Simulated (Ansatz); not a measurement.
# Ta: the cost of one run

Computed with Ansatz 0.2.0 (DFT PBEsol, scalar-relativistic, plane waves, PAW, unless a step's input says otherwise).

## Step 1: The starting structure

Symmetry: P6_3/mmc, No. 194, hexagonal system. Conventional cell: a = 2.900 Å, b = 2.900 Å, c = 5.166 Å, α = 90.00°, β = 90.00°, γ = 120.00°. Around Ta (site symmetry -6m2) lie 12 Ta at 2.90 to 3.08 Å.

As a file:

```cif
data_structure
_symmetry_space_group_name_H-M 'P6_3/mmc'
_symmetry_Int_Tables_number 194
_cell_length_a 2.9004
_cell_length_b 2.9004
_cell_length_c 5.1663
_cell_angle_alpha 90.000
_cell_angle_beta 90.000
_cell_angle_gamma 120.000
_cell_volume 37.64
loop_
_atom_site_label
_atom_site_type_symbol
_atom_site_symmetry_multiplicity
_atom_site_Wyckoff_symbol
_atom_site_fract_x
_atom_site_fract_y
_atom_site_fract_z
_atom_site_occupancy
Ta1 Ta 2 c 0.66667 0.33333 0.75000 1
```

It goes back to an entry of the Materials Project, which need not be the stable form.

No relaxation comes first: the listed cell is the starting point.

## Step 2: The reference cell

Reference values: F = -19612.3867 eV; pressure -7.10 GPa; largest force 0.000 eV/Å; gap on the mesh none (metal). It was computed beforehand with the settings of the runs below.

## Step 3: The scan: energy and stress against strain

The cell is strained by ε times the Voigt pattern (0, 0, 1, 0, 0, 0) (xx, yy, zz, yz, xz, xy; engineering shear), with fractional coordinates fixed (clamped ions). The stress on the pattern is the sum of the stress components weighted by it, tension positive.

## Step 4: ε = -0.0400

File input.yaml:

```yaml
crystal:
  lattice:
    - [2.9003720726, 0.0, 0.0]
    - [-1.4501860363, 2.5117958953, 0.0]
    - [0.0, 0.0, 4.95962304]
  atoms:
    - { symbol: Ta, position: [0.6666666667, 0.3333333333, 0.75] }
    - { symbol: Ta, position: [0.3333333333, 0.6666666667, 0.25] }
basis:
  ecutwfc: 420
kpoints:
  mp_grid: { grid: [18, 18, 10] }
hamiltonian:
  xc: pbesol
scf:
  occupations: { method: gaussian, width: 0.15 }
output:
  forces: true
  stress: true
  eigenvalues: true
```

Launch:

```sh
> ansatz run input.yaml --threads 1 --pin off --max-ram 2560MiB --backend cpu --events-out ev --progress --plain --runs-dir out
```

Q: Estimate wall time and peak memory on 1 thread of Intel Xeon at 2.70GHz, shared host.

About 4.8 s, with a peak of 0.41 GiB.
